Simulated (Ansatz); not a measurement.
# KNaBi2O6: the cost of one run

Program: Ansatz 0.2.0. Level of theory: DFT PBEsol, scalar-relativistic, plane waves, PAW. These are calculated values, not measurements.

**1. The starting structure**

Symmetry: Cmmm, No. 65, orthorhombic system. The conventional cell has a = 8.282 Å, b = 8.355 Å, c = 4.289 Å, α = 90.00°, β = 90.00°, γ = 90.00°. K (site symmetry mmm) is surrounded by 8 O at 2.65 to 2.94 Å. Na (site symmetry mmm) has 8 O at 2.60 to 2.94 Å as nearest neighbours. Bi (site symmetry 2/m) is surrounded by 6 O at 2.14 to 2.17 Å. O (site symmetry 2/m) is surrounded by 2 Bi at 2.14 Å and 2 K at 2.94 Å and 2 Na at 2.94 Å. O (site symmetry m2m) has 2 Bi at 2.14 Å and 2 K at 2.65 Å as nearest neighbours. Around O (site symmetry 2mm) lie 2 Bi at 2.17 Å and 2 Na at 2.60 Å.

Coordinates:

```xyz
10
Lattice="4.1410 -4.1773 0.0000 4.1410 4.1773 0.0000 0.0000 0.0000 4.2889" Properties=species:S:1:pos:R:3 pbc="T T T"
K     4.1410    0.0000    2.1444
Na    0.0000    0.0000    2.1444
Bi    2.0705    2.0886    0.0000
Bi    2.0705   -2.0886    0.0000
O     2.0705    2.0886    2.1444
O     2.0705   -2.0886    2.1444
O     4.1410    1.5567    0.0000
O     4.1410   -1.5567    0.0000
O     6.8048    0.0000    0.0000
O     1.4771    0.0000    0.0000
```

The structure comes from the Materials Project (structure only).

**2. The base run**

Input file input.yaml:

```yaml
crystal:
  lattice:
    - [4.14096191, -4.17725637, 0.0]
    - [4.14096191, 4.17725637, 0.0]
    - [0.0, 0.0, 4.28888212]
  atoms:
    - { symbol: K, position: [0.5, 0.5, 0.5] }
    - { symbol: Na, position: [0.0, 0.0, 0.5] }
    - { symbol: Bi, position: [0.0, 0.5, 0.0] }
    - { symbol: Bi, position: [0.5, 0.0, 0.0] }
    - { symbol: O, position: [0.0, 0.5, 0.5] }
    - { symbol: O, position: [0.5, 0.0, 0.5] }
    - { symbol: O, position: [0.31366603, 0.68633397, 0.0] }
    - { symbol: O, position: [0.68633397, 0.31366603, 0.0] }
    - { symbol: O, position: [0.82164682, 0.82164682, 0.0] }
    - { symbol: O, position: [0.17835318, 0.17835318, 0.0] }
basis:
  ecutwfc: 420
  fft_grid_basis: typed
kpoints:
  mp_grid: { grid: [4, 4, 6] }
hamiltonian:
  xc: pbesol
  pseudopotentials: { kind: paw }
scf:
  occupations: { method: gaussian, width: 0.05 }
output:
  forces: true
  stress: true
  eigenvalues: true
  bader: true
  write_density: true
  volumetric_format: npy
  elf: true
```

Launch:

```bash
$ ansatz run input.yaml --threads 2 --pin off --max-ram 4096MiB --backend cpu --events-out ev --progress --plain --runs-dir out
```

What time and memory should one allow on 2 threads of Arm Neoverse N1, shared host?

About 72 s, with a peak of 0.51 GiB.
